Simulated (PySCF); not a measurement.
**TPSSh/aug-cc-pVDZ run of C3H6BN (SMILES C#[N+][BH2-]C=C)**

Aim: the vertical ionisation energy of C3H6BN at TPSSh/aug-cc-pVDZ, from 2 runs. The job is set up through a Python script.

The results are computed with PySCF 2.14.0.

## Step 1: The structure to begin with

The species is C3H6BN (11 atoms), meant as a singlet with charge 0. SMILES: `C#[N+][BH2-]C=C`. The shape is that of a GFN2-xTB optimisation. This is one conformer, not always the lowest.

Bond lengths: C1–N2 1.149 Å, N2–B3 1.448 Å, B3–C4 1.615 Å, C4–C5 1.321 Å, C1–H6 1.052 Å, B3–H7 1.192 Å, B3–H8 1.192 Å, C4–H9 1.087 Å, C5–H10 1.078 Å, C5–H11 1.081 Å. Some angles: C1–N2–B3 176.3°, N2–B3–C4 107.0°, B3–C4–C5 124.2°, N2–C1–H6 178.8°, N2–B3–H7 105.7°, N2–B3–H8 105.7°, C4–B3–H7 112.7°, C4–B3–H8 112.7°, B3–C4–H9 118.2°, C5–C4–H9 117.6°.

## Step 2: A single-point energy at TPSSh/aug-cc-pVDZ

Contents of input.py:

```python
from pyscf import gto, dft

mol = gto.M(
    atom='''
C       -1.257840       1.864650       1.402330
N       -0.710810       0.885090       1.155660
B       -0.006810      -0.316460       0.759530
C        0.277290      -0.194750      -0.825380
C        0.909520      -1.109830      -1.538340
H       -1.767970       2.751570       1.645310
H       -0.735090      -1.221240       1.027410
H        0.994510      -0.331840       1.405980
H       -0.073970       0.694170      -1.343370
H        1.283570      -2.016020      -1.089780
H        1.087600      -1.005340      -2.599350
''',
    spin=0,
    max_memory=1860,
    charge=0,
    verbose=4,
    basis='aug-cc-pvdz',
)

mf = dft.RKS(mol)
mf.xc = 'tpssh'
mf.grids.level = 1
mf.conv_tol = 1e-10
mf.kernel()
if not mf.converged:
    mf = mf.newton().run(mf.mo_coeff, mf.mo_occ)

e_tot = mf.e_tot
print('E = %.10f Eh' % e_tot)
```

Launch:

```console
$ OMP_NUM_THREADS=1 python input.py
```

Log:

```text
PySCF version 2.14.0

[INPUT] num. atoms = 11
[INPUT] num. electrons = 36
[INPUT] charge = 0
[INPUT] spin (= nelec alpha-beta = 2S) = 0
[INPUT] symmetry False subgroup None
[INPUT] Mole.unit = angstrom
[INPUT] Symbol           X                Y                Z      unit          X                Y                Z       unit  Magmom
[INPUT]  1 C     -1.257840000000   1.864650000000   1.402330000000 AA   -2.376973108523   3.523677818170   2.650019636261 Bohr   0.0
[INPUT]  2 N     -0.710810000000   0.885090000000   1.155660000000 AA   -1.343236226602   1.672577695591   2.183880893115 Bohr   0.0
[INPUT]  3 B     -0.006810000000  -0.316460000000   0.759530000000 AA   -0.012869034908  -0.598022729380   1.435303683391 Bohr   0.0
[INPUT]  4 C      0.277290000000  -0.194750000000  -0.825380000000 AA    0.524002157081  -0.368024162759  -1.559742148694 Bohr   0.0
[INPUT]  5 C      0.909520000000  -1.109830000000  -1.538340000000 AA    1.718743704814  -2.097274744826  -2.907041286463 Bohr   0.0
[INPUT]  6 H     -1.767970000000   2.751570000000   1.645310000000 AA   -3.340979096447   5.199713712569   3.109185290008 Bohr   0.0
[INPUT]  7 H     -0.735090000000  -1.221240000000   1.027410000000 AA   -1.389118776907  -2.307809132364   1.941523517639 Bohr   0.0
[INPUT]  8 H      0.994510000000  -0.331840000000   1.405980000000 AA    1.879351528141  -0.627086717176   2.656917136616 Bohr   0.0
[INPUT]  9 H     -0.073970000000   0.694170000000  -1.343370000000 AA   -0.139783041434   1.311791183889  -2.538601383957 Bohr   0.0
[INPUT] 10 H      1.283570000000  -2.016020000000  -1.089780000000 AA    2.425595761708  -3.809725661646  -2.059385736029 Bohr   0.0
[INPUT] 11 H      1.087600000000  -1.005340000000  -2.599350000000 AA    2.055266133077  -1.899817262070  -4.912059601888 Bohr   0.0

nuclear repulsion = 138.651421652051
number of shells = 70
number of NR pGTOs = 241
number of NR cGTOs = 169
basis = aug-cc-pvdz
ecp = {}

******** <class 'pyscf.dft.rks.RKS'> ********
method = RKS
initial guess = minao
damping factor = 0
level_shift factor = 0
DIIS = <class 'pyscf.scf.diis.CDIIS'>
diis_start_cycle = 1
diis_space = 8
diis_damp = 0
SCF conv_tol = 1e-10
SCF conv_tol_grad = None
SCF max_cycles = 50
direct_scf = True
direct_scf_tol = 1e-13
XC library pyscf.dft.libxc version 7.0.0
    S. Lehtola, C. Steigemann, M. J.T. Oliveira, and M. A.L. Marques.,  SoftwareX 7, 1–5 (2018)
XC functionals = tpssh
radial grids:
    Treutler-Ahlrichs [JCP 102, 346 (1995); DOI:10.1063/1.469408] (M4) radial grids

becke partition: Becke, JCP 88, 2547 (1988); DOI:10.1063/1.454033
pruning grids: <function nwchem_prune>
grids dens level: 1
symmetrized grids: False
atomic radii adjust function: <function treutler_atomic_radii_adjust>
small_rho_cutoff = 0
Set gradient conv threshold to 1e-05
Initial guess from minao.
tot grids = 40672
init E= -197.962467573019
  HOMO = -0.311801147663478  LUMO = -0.0930720364108408  gap/eV = 5.95192
cycle= 1 E= -197.393759955037  delta_E= 0.569  |g|= 0.552  |ddm|= 9.43
  HOMO = -0.109113572876367  LUMO = -0.0625213348661458  gap/eV = 1.26784
cycle= 2 E= -196.851509279077  delta_E= 0.542  |g|= 1.44  |ddm|= 3.92
  HOMO = -0.202579109716252  LUMO = -0.0426384466865325  gap/eV = 4.35221
cycle= 3 E= -197.490947358717  delta_E= -0.639  |g|= 0.142  |ddm|= 1.88
  HOMO = -0.221897578102694  LUMO = -0.0685640506595669  gap/eV = 4.17242
cycle= 4 E= -197.495097257272  delta_E= -0.00415  |g|= 0.0835  |ddm|= 0.579
  HOMO = -0.215502845774449  LUMO = -0.0687900930114182  gap/eV = 3.99226
cycle= 5 E= -197.496549536242  delta_E= -0.00145  |g|= 0.0371  |ddm|= 0.194
  HOMO = -0.216508186602377  LUMO = -0.0636177218561498  gap/eV = 4.16036
cycle= 6 E= -197.496961304673  delta_E= -0.000412  |g|= 0.00502  |ddm|= 0.0735
  HOMO = -0.216884272801701  LUMO = -0.0635737025353624  gap/eV = 4.17179
cycle= 7 E= -197.496967865062  delta_E= -6.56e-06  |g|= 0.00135  |ddm|= 0.0126
  HOMO = -0.216872376016189  LUMO = -0.0635255348017479  gap/eV = 4.17278
cycle= 8 E= -197.496968422233  delta_E= -5.57e-07  |g|= 0.000408  |ddm|= 0.00377
  HOMO = -0.216892888326743  LUMO = -0.063520267962533  gap/eV = 4.17348
cycle= 9 E= -197.496968448768  delta_E= -2.65e-08  |g|= 0.000262  |ddm|= 0.000999
  HOMO = -0.216882481567274  LUMO = -0.0635287169023033  gap/eV = 4.17297
cycle= 10 E= -197.496968464335  delta_E= -1.56e-08  |g|= 3.95e-05  |ddm|= 0.000471
  HOMO = -0.216880123154247  LUMO = -0.0635323934568825  gap/eV = 4.17280
cycle= 11 E= -197.496968464773  delta_E= -4.38e-10  |g|= 4.69e-06  |ddm|= 6.7e-05
  HOMO = -0.216880156161912  LUMO = -0.0635329961912945  gap/eV = 4.17279
cycle= 12 E= -197.496968464777  delta_E= -3.75e-12  |g|= 1.11e-06  |ddm|= 2.61e-05
  HOMO = -0.216880348773112  LUMO = -0.0635328528069861  gap/eV = 4.17280
Extra cycle  E= -197.496968464777  delta_E=    0  |g|= 2.13e-06  |ddm|= 4.97e-06
converged SCF energy = -197.496968464777
E = -197.4969684648 Eh
```

Wall time 26 s (1 thread of Arm Neoverse V2, shared host); peak memory 1.2 GiB.

## Step 3: The doublet cation at the same level

Contents of job.py:

```python
from pyscf import gto, dft

mol = gto.Mole()
mol.atom = [
    ('C', (-1.257840, 1.864650, 1.402330)),
    ('N', (-0.710810, 0.885090, 1.155660)),
    ('B', (-0.006810, -0.316460, 0.759530)),
    ('C', (0.277290, -0.194750, -0.825380)),
    ('C', (0.909520, -1.109830, -1.538340)),
    ('H', (-1.767970, 2.751570, 1.645310)),
    ('H', (-0.735090, -1.221240, 1.027410)),
    ('H', (0.994510, -0.331840, 1.405980)),
    ('H', (-0.073970, 0.694170, -1.343370)),
    ('H', (1.283570, -2.016020, -1.089780)),
    ('H', (1.087600, -1.005340, -2.599350)),
]
mol.verbose = 3
mol.spin = 1
mol.charge = 1
mol.max_memory = 1860
mol.basis = 'aug-cc-pvdz'
mol.build()

mf = dft.UKS(mol)
mf.xc = 'tpssh'
mf.conv_tol = 1e-10
mf.grids.level = 1
mf.kernel()
if not mf.converged:
    mf = mf.newton().run(mf.mo_coeff, mf.mo_occ)

energy = mf.e_tot
print('Final energy', energy)
```

Launch:

```console
$ OMP_NUM_THREADS=1 python job.py
```

Log:

```text
WARN: HOMO -0.311801147663479 >= LUMO -0.31180114766348

converged SCF energy = -197.185460920411  <S^2> = 0.75507138  2S+1 = 2.005065
Final energy -197.18546092041063
```

Run time: 55 s. Hardware: 1 thread of Arm Neoverse V2, shared host; peak memory 1.2 GiB.

## Step 4: Outcome

At TPSSh/aug-cc-pVDZ:

| quantity | value |
| --- | --- |
| singlet C3H6BN: total energy | -197.49697 Eh |
| singlet C3H6BN: dipole moment | 5.55 D |
| singlet C3H6BN: HOMO energy | -5.90 eV |
| singlet C3H6BN: LUMO energy | -1.73 eV |
| singlet C3H6BN: HOMO–LUMO gap | 4.17 eV |
| doublet cation: total energy | -197.18546 Eh |
| doublet cation: HOMO energy (highest over α and β) | -13.10 eV |
| doublet cation: LUMO energy (lowest over α and β) | -11.03 eV |
| doublet cation: ⟨S²⟩ | 0.755 |
| vertical ionisation energy (to the doublet cation) | 8.477 eV |

What this shows: The vertical ionisation energy comes to 8.48 eV (818 kJ/mol). The negative HOMO energy of the first species, 5.90 eV, lies 2.57 eV below that difference. Mulliken charges (singlet C3H6BN) run from -1.08 on B3 to +0.83 on C4; in a basis this large or diffuse they mean little.
